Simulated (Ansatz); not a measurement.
# YSe: how the settings move a relaxation

Question: which choices in the input matter for YSe?

Computed with Ansatz 0.2.0 (reference: DFT, LDA, PAW with Ansatz's default frozen-core files, scalar-relativistic; relaxation of cell and atoms, unless a step's input says otherwise).

1 further run of the same task is left out (it didn't finish). Runs told in other sessions of the task aren't counted.

## Step 1: The structure to begin with

Symmetry: Fm-3m, No. 225, cubic system. Conventional cell: a = 5.703 Å, b = 5.703 Å, c = 5.703 Å, α = 90.00°, β = 90.00°, γ = 90.00°. Around Y (site symmetry m-3m) lie 6 Se at 2.85 Å. Se (site symmetry m-3m) has 6 Y at 2.85 Å in its first shell of neighbours.

As a file:

```
CELL_PARAMETERS angstrom
0.00000 2.85150 2.85150
2.85150 0.00000 2.85150
2.85150 2.85150 0.00000
ATOMIC_POSITIONS crystal
Y 0.50000 0.50000 0.50000
Se 0.00000 0.00000 0.00000
```

## Step 2: Baseline

input.yaml reads:

```yaml
crystal:
  lattice:
    - [0.0, 2.8515, 2.8515]
    - [2.8515, 0.0, 2.8515]
    - [2.8515, 2.8515, 0.0]
  atoms:
    - { symbol: "Y", position: [0.5, 0.5, 0.5] }
    - { symbol: Se, position: [0.0, 0.0, 0.0] }
kpoints:
  mp_grid: { grid: [14, 14, 14] }
scf:
  occupations: { method: fermi_dirac, width: 0.1 }
hamiltonian:
  xc: lda
  pseudopotentials: { kind: paw }
relax:
  f_tol: 0.002
  max_steps: 80
  cell: {}
output:
  forces: true
  stress: true
```

On the command line:

```console
$ ansatz run input.yaml --threads 1 --pin off --max-ram 2560MiB --backend cpu --events-out ev --progress --plain --runs-dir out
```

## Step 3: Variant: mp_grid.grid [5, 5, 5], occupations.method tetrahedron_uncorrected, width left out

input.yaml: that of step 2 with these lines changed.

```diff
@@ -9,5 +9,5 @@
 kpoints:
-  mp_grid: { grid: [14, 14, 14] }
+  mp_grid: { grid: [5, 5, 5] }
 scf:
-  occupations: { method: fermi_dirac, width: 0.1 }
+  occupations: { method: tetrahedron_uncorrected }
 hamiltonian:
```

**Question.** What will these runs give? Wanted: for each run, ending; energy change; pressure; gap; force.

As calculated:

```
                                                                                  run     ending          energy change  pressure (GPa)  gap (eV)  force (eV/Å)  cycles   time
                                                                            reference  converged                      0             0.0      0.00          0.00      29   19 s
1: mp_grid.grid [5, 5, 5], occupations.method tetrahedron_uncorrected, width left out  converged  +104.0 meV/atom (σ→0)             0.0      0.00          0.00      29  2.6 s
```

What this shows: Changing the k-point mesh and smearing moves the energy by +104.0 meV/atom (σ→0 values), and the final volume goes from 44.92 to 45.40 Å³. More than one kind of setting changed, and this run alone doesn't tell their shares apart. Cost: 2.6 s against 19 s.
